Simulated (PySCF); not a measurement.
# SiF₄: the energy surface near the minimum

Aim: map the energy of singlet SiF₄ about its PBE0 minimum, with rigid distortions.

Method: PBE0, basis Si def2-SVP, F def2-SVP, no relativity, density fitting; program: PySCF 2.14.0.

## Step 1: The starting structure

5 atoms, charge 0, spin multiplicity 1.

Bond lengths: Si1–F2 1.586 Å, Si1–F3 1.586 Å, Si1–F4 1.586 Å, Si1–F5 1.586 Å. Angles: F2–Si1–F3 109.5°, F2–Si1–F4 109.5°, F2–Si1–F5 109.5°, F3–Si1–F4 109.5°, F3–Si1–F5 109.5°, F4–Si1–F5 109.5°.

Coordinates in bohr (charge 0 multiplicity 1):
```
Si    0.0000    0.0000    0.0000
F     2.4474   -0.0001    1.7306
F    -2.4474    0.0000    1.7306
F     0.0001    2.4474   -1.7305
F    -0.0001   -2.4473   -1.7306
```

## Step 2: Breathing scan

One driver script runs all scans and calls PySCF for each point, on a (75, 302) grid.

Command:

```bash
OMP_NUM_THREADS=2 python axn.py task.json out
```

A rigid scan with PBE0: all bonds to the central atom are scaled together. Each point starts from its neighbour's orbitals, and energies count from the minimum.

| scale of all bonds to the centre | energy (kJ/mol) |
| --- | --- |
| 0.88 | 433.1 |
| 0.92 | 169.9 |
| 0.96 | 37.6 |
| 1.00 | 0.0 |
| 1.04 | 30.0 |
| 1.08 | 107.2 |
| 1.14 | 279.3 |
| 1.22 | 561.2 |
| 1.35 | 1035.6 |

The scan ran for 6.3 s (2 threads of Intel Xeon 6975P-C (Granite Rapids), shared host).

## Step 3: Stretching one bond

A rigid scan with PBE0: the bond from Si to the last atom (F) is scaled and the rest held.

| scale of one bond | energy (kJ/mol) | dipole size (D) |
| --- | --- | --- |
| 0.92 | 39.9 | 0.49 |
| 0.96 | 8.8 | 0.24 |
| 1.00 | 0.0 | 0.00 |
| 1.05 | 10.8 | 0.31 |
| 1.12 | 51.5 | 0.73 |
| 1.20 | 117.3 | 1.21 |
| 1.35 | 254.8 | 2.02 |
| 1.55 | 419.8 | 2.94 |
| 1.80 | 575.6 | 3.80 |
| 2.20 | 729.9 | 4.71 |

The scan took 8 s.

A restricted determinant lies too high at long bonds, where the pair should uncouple.

## Step 4: From tetrahedral to square planar

A rigid scan with PBE0: D2d path, angle between each bond and the S4 axis (54.74 tetrahedral, 90 square planar), bonds fixed.

| angle of the bonds to the S4 axis (°) | energy (kJ/mol) |
| --- | --- |
| 45.0 | 79.0 |
| 50.0 | 16.6 |
| 54.7 | 0.0 |
| 60.0 | 16.1 |
| 66.0 | 62.3 |
| 72.0 | 123.1 |
| 78.0 | 184.4 |
| 84.0 | 230.2 |
| 90.0 | 247.3 |

The scan took 6.3 s.

## Step 5: Results

| quantity | value |
| --- | --- |
| all bonds 4 % longer | 30.0 kJ/mol |
| one bond 20 % longer | 117.3 kJ/mol |
| square planar shape, bonds held | 247.3 kJ/mol |

**Reading.** The well is lopsided, 37.6 kJ/mol for 4 % shorter bonds against 30.0 for 4 % longer ones. Held rigid otherwise, the square planar shape costs 247 kJ/mol.
